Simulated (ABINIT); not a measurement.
# CrN2 (Pnnm) in ABINIT: single point with PBE

Aim: the single point of CrN2 with PBE.

Everything below comes from runs of ABINIT 10.8.3 (patched build). Logs are shortened: lines on timing, memory, paths and dates and some standing lists are left out, and cuts for length are marked. The log counts tension as positive stress, the text compression.

## (1) The structure

The structure is orthorhombic, space group Pnnm (No. 58). The conventional cell has a = 3.902 Å, b = 4.810 Å, c = 2.784 Å, α = 90.00°, β = 90.00°, γ = 90.00°. Cr (site symmetry 2/m) is surrounded by 6 N at 2.04 to 2.05 Å. N (site symmetry m) has 1 N at 1.35 Å as nearest neighbours.

The cell comes from a database or a generator and needn't be the stable form of this composition.

## (2) Single point, PBE, collinear spin, ferromagnetic start

The input, run.abi:

```
pp_dirpath "./"
pseudos "Cr.GGA_PBE-JTH.xml, N.GGA_PBE-JTH.xml"

acell 3*1.0
rprim
     7.3733069369     0.0000000000     0.0000000000
     0.0000000000     9.0886604731     0.0000000000
     0.0000000000     0.0000000000     5.2613187844
ntypat 2
znucl 24 7
natom 6
typat 1 1 2 2 2 2
xred
     0.0000000000     0.0000000000     0.0000000000
     0.5000000000     0.5000000000     0.5000000000
     0.8661700000     0.5887750000     0.0000000000
     0.1338300000     0.4112250000     0.0000000000
     0.3661700000     0.9112250000     0.5000000000
     0.6338300000     0.0887750000     0.5000000000
chkprim 0
chksymtnons 0
tolsym 1.0e-6

ecut 26.0
pawecutdg 48.0
pawxcdev 0

kptopt 1
ngkpt 7 6 10
nshiftk 1
shiftk 0.0 0.0 0.0

ixc 11

nband 31
occopt 3
tsmear 0.05 eV

nsppol 2
spinat
     0.0000000000     0.0000000000     5.0000000000
     0.0000000000     0.0000000000     5.0000000000
     0.0000000000     0.0000000000     0.0000000000
     0.0000000000     0.0000000000     0.0000000000
     0.0000000000     0.0000000000     0.0000000000
     0.0000000000     0.0000000000     0.0000000000

nstep 100
tolvrs 1.0e-9

iomode 3
prtwf 0
prtden 0
prteig 0
prtebands 0
```

Potentials or basis: JTH PAW PBE v2.0.

Run with:

```
$ mpirun --bind-to none -np 4 abinit run.abi > log 2>&1
```

run.abo:

```text
.Version 10.8.3 of ABINIT
 Symmetries : space group Pn n m (# 58); Bravais oP (primitive ortho.)
================================================================================
 Values of the parameters that define the memory need of the present run
     intxc =       0    ionmov =       0      iscf =      17    lmnmax =      18
     lnmax =       6     mgfft =      45  mpssoang =       3    mqgrid =    3001
     natom =       6  nloc_mem =       2    nspden =       2   nspinor =       1
    nsppol =       2      nsym =       8    n1xccc =       1    ntypat =       2
    occopt =       3   xclevel =       2
       mpw =        2256          nfft =       43740          nkpt =          96
Pmy_natom=         2
 PAW method is used; the additional fine FFT grid is defined by:
   mgfftf=        60    nfftf =    103680
================================================================================
================================================================================

--------------------------------------------------------------------------------
------------- Echo of variables that govern the present computation ------------
--------------------------------------------------------------------------------
 -outvars: echo values of preprocessed input variables --------
            acell      1.0000000000E+00  1.0000000000E+00  1.0000000000E+00 Bohr
              amu      5.19961000E+01  1.40067400E+01
          chkprim           0
      chksymtnons           0
             ecut      2.60000000E+01 Hartree
                       outvar_i_n : Printing only first  50 k-points.
              ixc          11
                       outvar_i_n : Printing only first  50 k-points.
         kptrlatt        7    0    0      0    6    0      0    0   10
          kptrlen      5.16131486E+01
            natom           6
            nband          31
            ngfft          36      45      27
          ngfftdg          48      60      36
             nkpt          96
           nspden           2
           nsppol           2
            nstep         100
             nsym           8
           ntypat           2
                       prtocc : prtvol=0, do not print more k-points.
                       1.000000  1.000000  1.000000  1.000000  1.000000  1.000000
                       1.000000  1.000000  1.000000  1.000000  1.000000  1.000000
                       1.000000  1.000000  1.000000  1.000000  1.000000  1.000000
                       1.000000  1.000000  1.000000  1.000000  1.000000  1.000000
                       0.000000  0.000000  0.000000  0.000000  0.000000  0.000000
                       0.000000
                       1.000000  1.000000  1.000000  1.000000  1.000000  1.000000
                       1.000000  1.000000  1.000000  1.000000  1.000000  1.000000
                       1.000000  1.000000  1.000000  1.000000  1.000000  1.000000
                       1.000000  1.000000  1.000000  1.000000  1.000000  1.000000
                       0.000000  0.000000  0.000000  0.000000  0.000000  0.000000
                       0.000000
                       1.000000  1.000000  1.000000  1.000000  1.000000  1.000000
                       1.000000  1.000000  1.000000  1.000000  1.000000  1.000000
                       1.000000  1.000000  1.000000  1.000000  1.000000  1.000000
                       1.000000  1.000000  1.000000  1.000000  1.000000  1.000000
                       0.000000  0.000000  0.000000  0.000000  0.000000  0.000000
[... 268 lines left out ...]
                       1.000000  1.000000  1.000000  1.000000  1.000000  1.000000
                       0.000000  0.000000  0.000000  0.000000  0.000000  0.000000
                       0.000000
                       1.000000  1.000000  1.000000  1.000000  1.000000  1.000000
                       1.000000  1.000000  1.000000  1.000000  1.000000  1.000000
                       1.000000  1.000000  1.000000  1.000000  1.000000  1.000000
                       1.000000  1.000000  1.000000  1.000000  1.000000  1.000000
                       0.000000  0.000000  0.000000  0.000000  0.000000  0.000000
                       0.000000
                       1.000000  1.000000  1.000000  1.000000  1.000000  1.000000
                       1.000000  1.000000  1.000000  1.000000  1.000000  1.000000
                       1.000000  1.000000  1.000000  1.000000  1.000000  1.000000
                       1.000000  1.000000  1.000000  1.000000  1.000000  1.000000
                       0.000000  0.000000  0.000000  0.000000  0.000000  0.000000
                       0.000000
                       prtocc : prtvol=0, do not print more k-points.
           occopt           3
        pawecutdg      4.80000000E+01 Hartree
         pawxcdev           0
           prtden           0
        prtebands           0
           prteig           0
            prtwf           0
            rprim      7.3733069369E+00  0.0000000000E+00  0.0000000000E+00
                       0.0000000000E+00  9.0886604731E+00  0.0000000000E+00
                       0.0000000000E+00  0.0000000000E+00  5.2613187844E+00
          spgroup          58
[... 206 lines left out ...]
 cartesian forces (hartree/bohr) at end:
    1      0.00000000000000     0.00000000000000    -0.00000000000000
    2      0.00000000000000     0.00000000000000    -0.00000000000000
    3      0.00003211407566    -0.00095861689764    -0.00000000000000
    4     -0.00003211407566     0.00095861689764    -0.00000000000000
    5      0.00003211407566     0.00095861689764    -0.00000000000000
    6     -0.00003211407566    -0.00095861689764    -0.00000000000000
 frms,max,avg= 4.5214984E-04 9.5861690E-04   0.000E+00  0.000E+00  0.000E+00 h/b

 cartesian forces (eV/Angstrom) at end:
    1      0.00000000000000     0.00000000000000    -0.00000000000000
    2      0.00000000000000     0.00000000000000    -0.00000000000000
    3      0.00165137216674    -0.04929406282773    -0.00000000000000
    4     -0.00165137216674     0.04929406282773    -0.00000000000000
    5      0.00165137216674     0.04929406282773    -0.00000000000000
    6     -0.00165137216674    -0.04929406282773    -0.00000000000000
 frms,max,avg= 2.3250480E-02 4.9294063E-02   0.000E+00  0.000E+00  0.000E+00 e/A
 length scales=  1.000000000000  1.000000000000  1.000000000000 bohr
              =  0.529177210544  0.529177210544  0.529177210544 angstroms
 Fermi (or HOMO) energy (hartree) =   0.32402   Average Vxc (hartree)=  -0.45786
 Magnetization (Bohr magneton)=  4.24483200E+00
 Total spin up =  2.61224160E+01   Total spin down =  2.18775840E+01
 Eigenvalues (hartree) for nkpt=  96  k points, SPIN UP:
 kpt#   1, nband= 31, wtk=  0.00238, kpt=  0.0000  0.0000  0.0000 (reduced coord)
  -2.35258   -2.35235   -1.30104   -1.29973   -1.29686   -1.29631   -1.29510   -1.29467
  -0.43169   -0.39620   -0.09501   -0.07427    0.04438    0.04564    0.10420    0.15209
   0.16078    0.17708    0.17901    0.21521    0.23355    0.23488    0.27513    0.28148
   0.29373    0.29534    0.30104    0.30443    0.43761    0.50659    0.51020
      occupation numbers for kpt#   1
   1.00000    1.00000    1.00000    1.00000    1.00000    1.00000    1.00000    1.00000
   1.00000    1.00000    1.00000    1.00000    1.00000    1.00000    1.00000    1.00000
   1.00000    1.00000    1.00000    1.00000    1.00000    1.00000    1.00000    1.00000
   1.00000    1.00000    1.00000    0.99998    0.00000    0.00000    0.00000
 prteigrs : prtvol=0 or 1, do not print more k-points.

 Eigenvalues (hartree) for nkpt=  96  k points, SPIN DOWN:
 kpt#   1, nband= 31, wtk=  0.00238, kpt=  0.0000  0.0000  0.0000 (reduced coord)
  -2.26796   -2.26771   -1.22052   -1.22004   -1.21681   -1.21639   -1.20523   -1.20389
  -0.43294   -0.39878   -0.09788   -0.07870    0.05072    0.05614    0.10274    0.14888
   0.17242    0.18449    0.20010    0.20638    0.26306    0.26504    0.34263    0.34380
   0.36948    0.38498    0.40672    0.40838    0.48568    0.52811    0.53122
      occupation numbers for kpt#   1
   1.00000    1.00000    1.00000    1.00000    1.00000    1.00000    1.00000    1.00000
   1.00000    1.00000    1.00000    1.00000    1.00000    1.00000    1.00000    1.00000
   1.00000    1.00000    1.00000    1.00000    1.00000    1.00000    0.00004    0.00002
   0.00000    0.00000    0.00000    0.00000    0.00000    0.00000    0.00000
 prteigrs : prtvol=0 or 1, do not print more k-points.

--- !EnergyTerms
iteration_state     : {dtset: 1, }
comment             : Components of total free energy in Hartree
kinetic             :  5.42932185536698E+01
hartree             :  4.54693684276365E+01
xc                  : -2.01343379655695E+01
Ewald energy        : -1.58748680199885E+02
psp_core            :  9.03964474675263E+00
local_psp           : -1.38391043687579E+02
PAW spherical_terms : -6.49547322280357E+00
internal            : -2.14967303347778E+02
'-kT*entropy'       : -3.06286852536452E-04
total_energy        : -2.14967609634631E+02
total_energy_eV     : -5.84956665614320E+03
...

--- !EnergyTermsDC
iteration_state     : {dtset: 1, }
comment             : '"Double-counting" decomposition of free energy'
band_energy         : -2.19548841844214E+01
Ewald energy        : -1.58748680199885E+02
psp_core            :  9.03964474675263E+00
xc_dc               : -4.07100179900027E+01
PAW spherical_terms : -2.59335985950184E+00
internal            : -2.14967297487058E+02
'-kT*entropy'       : -3.06286852536452E-04
total_energy_dc     : -2.14967603773910E+02
total_energy_dc_eV  : -5.84956649666488E+03
...

--- !EnergyTermsWithPAWCore
iteration_state     : {dtset: 1, }
comment             : 'Components of total free energy, including PAW core contributions'
Total energy        : -2.32080578972063E+03
Total energy DC     : -2.32080578385991E+03
Total energy (eV)   : -6.31523427459969E+04
Total energy DC (eV): -6.31523425865186E+04
...

 Cartesian components of stress tensor (hartree/bohr^3)
  sigma(1 1)=  7.99983467E-05  sigma(3 2)=  0.00000000E+00
  sigma(2 2)=  3.56595530E-05  sigma(3 1)=  0.00000000E+00
  sigma(3 3)= -1.67242556E-05  sigma(2 1)=  0.00000000E+00

-Cartesian components of stress tensor (GPa)         [Pressure= -9.7024E-01 GPa]
- sigma(1 1)=  2.35363262E+00  sigma(3 2)=  0.00000000E+00
- sigma(2 2)=  1.04914027E+00  sigma(3 1)=  0.00000000E+00
- sigma(3 3)= -4.92044589E-01  sigma(2 1)=  0.00000000E+00

== END DATASET(S) ==============================================================
================================================================================

 -outvars: echo values of variables after computation  --------
            acell      1.0000000000E+00  1.0000000000E+00  1.0000000000E+00 Bohr
           etotal     -2.1496760377E+02
            fcart      1.1293772630E-21  3.6140072416E-20 -0.0000000000E+00
                       1.1293772630E-21  3.6140072416E-20 -0.0000000000E+00
                       3.2114075662E-05 -9.5861689764E-04 -0.0000000000E+00
                      -3.2114075662E-05  9.5861689764E-04 -0.0000000000E+00
                       3.2114075662E-05  9.5861689764E-04 -0.0000000000E+00
                      -3.2114075662E-05 -9.5861689764E-04 -0.0000000000E+00
            rprim      7.3733069369E+00  0.0000000000E+00  0.0000000000E+00
                       0.0000000000E+00  9.0886604731E+00  0.0000000000E+00
                       0.0000000000E+00  0.0000000000E+00  5.2613187844E+00
           strten      7.9998346741E-05  3.5659552968E-05 -1.6724255638E-05
                       0.0000000000E+00  0.0000000000E+00  0.0000000000E+00
           xangst      0.0000000000E+00  0.0000000000E+00  0.0000000000E+00
                       1.9508929987E+00  2.4047559984E+00  1.3920849991E+00
                       3.3796099773E+00  2.8317204259E+00  0.0000000000E+00
                       5.2217602003E-01  1.9777915709E+00  0.0000000000E+00
                       1.4287169787E+00  4.3825475692E+00  1.3920849991E+00
                       2.4730690187E+00  4.2696442751E-01  1.3920849991E+00
             xred      0.0000000000E+00  0.0000000000E+00  0.0000000000E+00
                       5.0000000000E-01  5.0000000000E-01  5.0000000000E-01
                       8.6617000000E-01  5.8877500000E-01  0.0000000000E+00
                       1.3383000000E-01  4.1122500000E-01  0.0000000000E+00
                       3.6617000000E-01  9.1122500000E-01  5.0000000000E-01
                       6.3383000000E-01  8.8775000000E-02  5.0000000000E-01
 Calculation completed.
```

Wall time 4.1 min (4 MPI ranks of Arm Neoverse V1, shared host); peak memory 0.88 GiB.

Results:

```yaml
Free_energy: -5849.5665 eV
Pressure: -1.0 GPa
Largest_force: 0.049 eV/Å
Band_gap_on_the_k_mesh: none (metal or under the smearing width)
Net_moment: 4.24 μB per cell
Site_moments: Cr +2.11; N -0.07 μB
Valence_electrons_inside_the_program's_atomic_spheres: Cr 12.11; N 2.59
```

Forces on the atoms (eV/Å):
```
Cr   0.000  0.000  0.000
Cr   0.000  0.000  0.000
N    0.002 -0.049  0.000
N   -0.002  0.049  0.000
N    0.002  0.049  0.000
N   -0.002 -0.049  0.000
```

Caveat: only a ferromagnetic start was run, and an antiferromagnetic order may lie lower in energy. With open d or f shells a metallic result of PBE can be an artefact of self-interaction; +U or a hybrid may open a gap.

## (3) For comparison

An earlier run on the cell as given: functional PBE; potentials or basis JTH PAW PBE v2.0; cutoff 707 eV; k mesh 7 × 6 × 10; occupations fermi-dirac, width 0.05 eV; collinear spin, ferromagnetic start; starting moments [3.0, 3.0, 0.0, 0.0, 0.0, 0.0] μB.

- Pressure: -1.0 GPa
- Largest force: 0.049 eV/Å
- Band gap on the k mesh: none (metal or under the smearing width)
- Net moment: 4.24 μB per cell
- Site moments: Cr +2.11; N -0.07 μB
- Valence electrons inside the program's atomic spheres: Cr 12.11; N 2.59
